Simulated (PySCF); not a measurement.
# C2H13NSi3: electronic excitations

Aim: predict the electronic excitations of C2H13NSi3 (`CC[SiH2]N([SiH3])[SiH3]`).

The runs use PySCF 2.14.0, with density-fitted response routines of our own; the level of theory stands in each step. All values are computed, except where a source is named. Atoms count from 0, in the outputs and in this text.

## (1) The molecule as given

19 atoms, charge 0, multiplicity 1; geometry from: GFN2-xTB.

Bonds of the start (Å): C0–C1 1.52, C1–Si2 1.90, Si2–N3 1.75, N3–Si4 1.75, N3–Si5 1.75, C0–H6 1.09, C0–H7 1.09, C0–H8 1.09, C1–H9 1.09, C1–H10 1.09, Si2–H11 1.47, Si2–H12 1.47, Si4–H13 1.46, Si4–H14 1.47, Si4–H15 1.46, Si5–H16 1.47, Si5–H17 1.46, Si5–H18 1.46.

## (2) Ultraviolet spectrum: wB97X-D/def2-SVPD

What the job is given:

```
{"job": {"kind": "uv", "xc": "wB97X-D", "basis": "def2-SVPD", "nstates": 8, "ntriplets": 3}, "charge": 0, "multiplicity": 1}
C      2.416495     0.178972     0.319222
C      1.693820    -1.109222    -0.057019
Si     0.070055    -0.806594    -0.994500
N     -1.004185     0.245654    -0.104107
Si    -1.361642    -0.105954     1.568060
Si    -2.018662     1.349522    -0.997439
H      2.662216     0.751561    -0.572450
H      1.784587     0.796178     0.954282
H      3.341588    -0.032211     0.855243
H      2.347475    -1.715511    -0.685735
H      1.508531    -1.694722     0.843958
H      0.362356    -0.136160    -2.265162
H     -0.594728    -2.094359    -1.249481
H     -1.956136     1.094631     2.151837
H     -2.294291    -1.234514     1.665653
H     -0.117395    -0.432699     2.261620
H     -3.130688     0.623520    -1.620495
H     -1.194881     1.984673    -2.024063
H     -2.524317     2.346486    -0.056884
```

Method: TDDFT wB97X-D/def2-SVPD, vertical, gas phase, core orbitals frozen in the response.

The run is started by

```console
OMP_NUM_THREADS=1 python probes_run.py task.json out
```

The driver reads the jobs from task.json and runs them one after another.

Log:

```text
coarse grid: 16168 points
cycle   1  E = -1006.7119754667  dE =  2.369e-01  |g| = 4.716e-01  |ddm| = 5.185e+00
cycle   2  E = -1006.7155462562  dE = -3.571e-03  |g| = 4.770e-01  |ddm| = 1.509e+00
cycle   3  E = -1006.7661834849  dE = -5.064e-02  |g| = 5.957e-02  |ddm| = 6.730e-01
cycle   4  E = -1006.7670712479  dE = -8.878e-04  |g| = 2.336e-02  |ddm| = 1.648e-01
cycle   5  E = -1006.7672203273  dE = -1.491e-04  |g| = 4.339e-03  |ddm| = 4.900e-02
cycle   6  E = -1006.7672262219  dE = -5.895e-06  |g| = 7.096e-04  |ddm| = 1.298e-02
final grid: 139024 points
cycle   7  E = -1006.9032012276  dE = -1.071e-04  |g| = 7.590e-03  |ddm| = 1.262e-01
cycle   8  E = -1006.9032016558  dE = -4.282e-07  |g| = 7.690e-03  |ddm| = 2.411e-02
cycle   9  E = -1006.9032147810  dE = -1.313e-05  |g| = 8.371e-04  |ddm| = 1.011e-02
cycle  10  E = -1006.9032149308  dE = -1.498e-07  |g| = 3.723e-04  |ddm| = 1.927e-03
cycle  11  E = -1006.9032149697  dE = -3.888e-08  |g| = 4.704e-05  |ddm| = 7.118e-04
cycle  12  E = -1006.9032149706  dE = -9.377e-10  |g| = 1.296e-05  |ddm| = 1.466e-04
converged SCF energy = -1006.9032149706

Static polarisability (au): isotropic 107.635, principal 99.041 106.686 117.177

Singlet excitations
state   eV       nm        f      main configurations
  1   6.3636    194.8   0.00055   H->L 0.94
  2   7.0093    176.9   0.00789   H->L+1 0.44, H->L+2 0.29, H->L+3 0.18
  3   7.2267    171.6   0.00499   H->L+3 0.52, H->L+2 0.20, H->L+6 0.16
  4   7.6000    163.1   0.06678   H->L+1 0.42, H->L+2 0.32, H->L+3 0.10
  5   7.9062    156.8   0.01043   H->L+5 0.35, H-1->L 0.26, H->L+6 0.10
  6   7.9391    156.2   0.00379   H-1->L 0.37, H->L+5 0.17, H->L+8 0.14
  7   7.9760    155.4   0.02012   H->L+4 0.42, H->L+7 0.19, H->L+5 0.13
  8   8.1407    152.3   0.02862   H->L+6 0.30, H-1->L+1 0.17, H-1->L 0.09

Triplet excitations (Tamm-Dancoff, eV): 6.0928 6.8163 7.0538
```

It took 2.2 min on 1 thread of Intel Xeon at 2.50GHz, shared host; peak memory 1.1 GiB.

The orbitals next to the gap, with their largest atomic shares:

```tsv
orbital	eV	atoms
HOMO−3	-11.32	Si4 21 %, Si5 16 %, H15 13 %
HOMO−2	-11.18	Si2 23 %, H12 16 %, H11 13 %
HOMO−1	-10.42	C1 29 %, Si2 19 %, C0 11 %
HOMO	-9.25	N3 47 %, Si2 9 %, Si5 8 %
LUMO	1.63	Si5 19 %, Si4 18 %, Si2 10 %
LUMO+1	2.00	Si4 23 %, Si5 15 %, Si2 8 %
LUMO+2	2.27	Si5 32 %, Si2 12 %, Si4 9 %
```

With each of the 8 states as a Gaussian band of 0.4 eV half-width at 1/e, the curve within the window shown has maxima at 160 nm (ε 3,900) L/(mol cm). Beyond the last state computed it falls off for lack of states. The curve at chosen wavelengths:

nm, ε (L/mol/cm) and a bar:
```
      147       1007 ########
      150       1934 ###############
      152       2577 ####################
      155       3366 ##########################
      158       3828 #############################
      161       3894 ##############################
      163       3695 ############################
      166       3081 ########################
      169       2287 ##################
      171       1785 ##############
      174       1187 #########
      177        783 ######
      180        517 ####
      182        389 ###
      185        246 ##
      188        150 #
      191         90 #
      193         65 
      196         41 
      199         28 
      201         22 
      204         15 
      207         10 
      210          6 
      212          4 
      215          2
```

Further results of this job:

```tsv
property	computed
dipole moment (D)	0.67
polarisability (Å³)	15.95
HOMO–LUMO gap (eV)	10.88
−ε(HOMO) (eV)	9.25
```

## (3) Outcome

```
                                quantity                        value
      lowest singlet (wB97X-D/def2-SVPD)  6.36 eV (195 nm), f = 0.001
brightest single state of those computed  state 4, 7.60 eV, f = 0.067
                          lowest triplet                      6.09 eV
```

**Reading.** The first singlet state (HOMO→LUMO 0.94) lies at 6.36 eV and is dark; of the 8 states computed, the strongest absorption comes from state 4 at 7.60 eV. The lowest triplet lies 0.27 eV below the lowest singlet (triplets in Tamm-Dancoff, singlets in full TDDFT).
